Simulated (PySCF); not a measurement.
Molecule: NGaH6, in a box.

```xyz
8
Lattice="13.0000 0.0000 0.0000 0.0000 12.0000 0.0000 0.0000 0.0000 13.0000" Properties=species:S:1:pos:R:3 pbc="T T T"
N     5.9233    5.9569    5.5278
Ga    6.6038    6.2637    7.5454
H     5.9021    6.8337    5.0199
H     4.9892    5.5639    5.5209
H     6.5389    5.3201    5.0355
H     5.4814    7.2750    8.0135
H     8.0368    6.8467    7.2168
H     6.5096    4.7670    8.0481
```

Program: PySCF 2.14.0. Alike in all runs: task atomic charges; potentials or basis def2-svp (all-electron); no spin polarisation; cell as given; k mesh 1 × 1 × 1; smearing fixed.

**Question.** Order these runs on this cell by their band gap on the k mesh, lowest first.
A. level PBE
B. level M06-2X+D3; three-body dispersion term no; exxdiv ewald; three-centre integrals read from an earlier run's file
C. level X3LYP+D3(BJ); three-body dispersion term no; exxdiv ewald; three-centre integrals read from an earlier run's file
D. level OLYP+D4; three-body dispersion term yes; three-centre integrals read from an earlier run's file
E. level PBE0+D3(BJM); three-body dispersion term no; exxdiv ewald; three-centre integrals read from an earlier run's file

**Answer.** D (5.36 eV), A (5.52 eV), C (7.18 eV), E (7.66 eV), B (9.52 eV).

Caveats: this is a molecule in a periodic box at the Γ point, so its band gap is the HOMO-LUMO gap; relativity is left out, which matters for the heavier elements; the basis of atomic orbitals isn't converged, which shifts pressures, moduli and gaps.

